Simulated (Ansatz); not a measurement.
**Si₂GeH (doublet): the correlation ladder at a displaced geometry (v2), cc-pVDZ**

One table from this session's results is given with a row withheld; the runs are named, their logs left out.

Program: Ansatz 0.2.0, Gaussian basis. Level of theory: cc-pVDZ, core rule «outside noble gas», up to 24 orbitals frozen. These are calculated values, not measurements.

Plan: UHF; CCSD(T) on ROHF; CCSD(T) on UHF; BCCD(T) on ROHF; CISD as a restricted active space (open shells left free, so some higher excitations enter); CCSDT(Q) on ROHF; CCSDT(Q) on UHF; CASSCF and MRCISD+Q, 9 electrons in 9 orbitals; CASSCF and NEVPT2, 9 electrons in 9 orbitals.

23 further runs of the same task are left out: 9 that didn't finish, 14 set aside as unsound or not needed. Runs told in other sessions of the task aren't counted.

### What is computed

The geometry is a PBE0/def2-TZVP stationary point (not a proven minimum) with its atoms shifted at random (size 0.100 Å). No spin-orbit coupling is included. The filled d shell of Ge may be among the frozen orbitals whatever the setting's name suggests.

4 atoms, charge 0, spin multiplicity 2.

Atoms are counted from 1 here; the program's logs count them from 0.

Bond lengths: Ge1–Si2 2.303 Å, Si2–Si3 2.174 Å, Si2–H4 1.700 Å, Si3–H4 1.623 Å. Angles: Ge1–Si2–Si3 164.3°, Ge1–Si2–H4 117.3°, Si3–Si2–H4 47.6°, Si2–Si3–H4 50.7°, Si2–H4–Si3 81.7°.

Coordinates:

```
Ge    0.0642   -0.2046    2.4908
Si   -0.1003   -0.4873    0.2112
Si   -0.0241   -0.2074   -1.9434
H     0.0602    0.8993   -0.7586
```

The first run:

Input file in.yaml:

```yaml
crystal:
  periodic: [false, false, false]
  atoms:
    - {symbol: Ge, position_ang: [0.064246, -0.204595, 2.490758]}
    - {symbol: Si, position_ang: [-0.100283, -0.487270, 0.211212]}
    - {symbol: Si, position_ang: [-0.024137, -0.207386, -1.943387]}
    - {symbol: H, position_ang: [0.060174, 0.899251, -0.758583]}
basis:
  gaussian: {orbitals: cc-pVDZ}
magnetization: {spin_polarized: true, initial_magnetization: 1}
hamiltonian: {xc: hf}
output: {orbitals: {seedname: orbitals}}
```

Run with:

```bash
$ ansatz run in.yaml --threads 1 --pin off --events-out ev --progress --plain --max-ram 2393MiB
```

Among the steps run: UHF; CCSD(T) on ROHF; CCSD(T) on UHF; BCCD(T) on ROHF; CISD as a restricted active space (open shells left free, so some higher excitations enter); CCSDT(Q) on ROHF; CCSDT(Q) on UHF; CASSCF and MRCISD+Q, 9 electrons in 9 orbitals; CASSCF and NEVPT2, 9 electrons in 9 orbitals.

One table of the session follows, with a row left open; its other results are not shown here.

```
           method  from RCCSDT(Q) (meV)
             ROHF               +8351.6
              UHF               +8018.5
             RMP2               +1655.2
             UMP2               +1904.1
             CISD               +1630.0
            RCCSD                +602.8
            UCCSD                     ?
         RCCSD(T)                +115.0
         UCCSD(T)                +153.9
          BCCD(T)                +112.3
           RCCSDT                 +57.0
           UCCSDT                 +55.1
        RCCSDT(Q)                     0
        UCCSDT(Q)                 -12.4
  CASSCF frontier               +6346.8
  NEVPT2 frontier               +1625.2
  MRCISD frontier                +914.8
MRCISD+Q frontier                +142.1
```

**Question.** Estimate the row for UCCSD.

As computed: from RCCSDT(Q) (meV): +600.8. In the column «from RCCSDT(Q) (meV)» it lies between UCCSD(T) (+153.9) and RCCSD (+602.8).

Limits of these values: The determinant of HF (⟨S²⟩ 1.37) is far from a pure spin state, so its energy mixes those of several spin states; that is harmless only where they are near-degenerate. The determinant of CCSD(T) (⟨S²⟩ 1.37) is far from a pure spin state, so its energy mixes those of several spin states; high orders of coupled cluster remove much of that, low ones don't. The determinant of CCSDT(Q) (⟨S²⟩ 1.37) is far from a pure spin state, so its energy mixes those of several spin states; high orders of coupled cluster remove much of that, low ones don't. Restricted and unrestricted rows rest on different reference determinants; a gap between their highest levels can come from leftover correlation error, from unlike frozen cores or from another state.
